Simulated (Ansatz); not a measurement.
This script for Ansatz's Python interface starts 6 runs on CH4F2OSi, SMILES FCO[SiH2]F. What input does the engine get in each?

Script `run_methods.py`:
```python
from pathlib import Path

import ansatz as az
from ase import Atoms
import numpy as np

BASIS_SET = "def2-SVP"

atoms = Atoms(["F", "C", "O", "Si", "F", "H", "H", "H", "H"], positions=[
    [-1.2115, -0.6964, 1.34],
    [-1.1284, 0.4483, 0.5467],
    [-0.6092, 0.052, -0.7032],
    [1.0846, -0.4148, -0.6851],
    [1.8671, 0.7434, -0.0234],
    [-2.1232, 0.8792, 0.3732],
    [-0.4934, 1.205, 1.0735],
    [1.221, -1.655, 0.0936],
    [1.4814, -0.6081, -2.0323],
])
system = az.Crystal.molecule_from_ase(atoms)

calculation = system.calculation().basis(gaussian=BASIS_SET)

print("functional    E (Ha)        dipole (D)   HOMO (eV)  LUMO (eV)")
for name in ["lda", "cam_b3lyp", "lc_wpbe", "blyp", "pbe", "revpbe"]:
    data = calculation.functional(name).forces().orbitals().run(threads=1, pin="off", runs_dir="runs").report
    lines = Path(data["orbitals_path"]).read_text().splitlines()
    field_of = lambda key: [line.split("=")[1].strip() for line in lines if line.startswith(key)]
    orbitals = [(27.211386 * float(e), s, float(n)) for e, s, n in zip(field_of("Ene="), field_of("Spin="), field_of("Occup="))]
    homo = max(e for e, _, n in orbitals if n > 0.5)
    lumo = min(e for e, _, n in orbitals if n < 0.5)
    dipole = 4.803205 * np.linalg.norm(data["charge_distribution"]["dipole_moment_e_ang"])
    print(f"{name:10s} {data['free_energy_ev'] / 27.211386246:14.6f} {dipole:9.3f} {homo:11.3f} {lumo:10.3f}")
```

Run 1:
```yaml
crystal:
  periodic: [false, false, false]
  atoms:
    - { symbol: F, position_ang: [-1.2115, -0.6964, 1.34] }
    - { symbol: C, position_ang: [-1.1284, 0.4483, 0.5467] }
    - { symbol: O, position_ang: [-0.6092, 0.052, -0.7032] }
    - { symbol: Si, position_ang: [1.0846, -0.4148, -0.6851] }
    - { symbol: F, position_ang: [1.8671, 0.7434, -0.0234] }
    - { symbol: H, position_ang: [-2.1232, 0.8792, 0.3732] }
    - { symbol: H, position_ang: [-0.4934, 1.205, 1.0735] }
    - { symbol: H, position_ang: [1.221, -1.655, 0.0936] }
    - { symbol: H, position_ang: [1.4814, -0.6081, -2.0323] }
basis:
  gaussian:
    orbitals: def2-SVP
hamiltonian:
  xc: lda
output:
  orbitals: {}
  forces: true
```

Run 2, against run 1:
```diff
-  xc: lda
+  xc: cam_b3lyp
```

Run 3, against run 1:
```diff
-  xc: lda
+  xc: lc_wpbe
```

Run 4, against run 1:
```diff
-  xc: lda
+  xc: blyp
```

Run 5, against run 1:
```diff
-  xc: lda
+  xc: pbe
```

Run 6, against run 1:
```diff
-  xc: lda
+  xc: revpbe
```

```console
$ python run_methods.py
functional    E (Ha)        dipole (D)   HOMO (eV)  LUMO (eV)
lda           -601.302181     0.880      -7.329     -0.382
cam_b3lyp     -604.566505     0.966     -10.397      1.924
lc_wpbe       -604.386955     0.985     -11.779      3.221
blyp          -604.591428     0.884      -7.077      0.047
pbe           -604.174134     0.882      -7.212     -0.108
revpbe        -604.478271     0.887      -7.171      0.013
```

Total energies depend on the basis set; only differences at equal settings carry meaning. The geometry is a force-field or estimated start, not a minimum of this method, and the basis set is short of its limit. A lower total doesn't mark the better method: functionals have no common bound, and MP2 and coupled cluster aren't variational. Levels such as HOMO and LUMO are orbital energies: with these approximate functionals they aren't the ionisation energy and electron affinity, and their gap isn't the fundamental gap. Timing: 11 s on 1 thread of AMD EPYC 9B14 (Zen 4), on a shared host, peak memory 0.28 GiB.
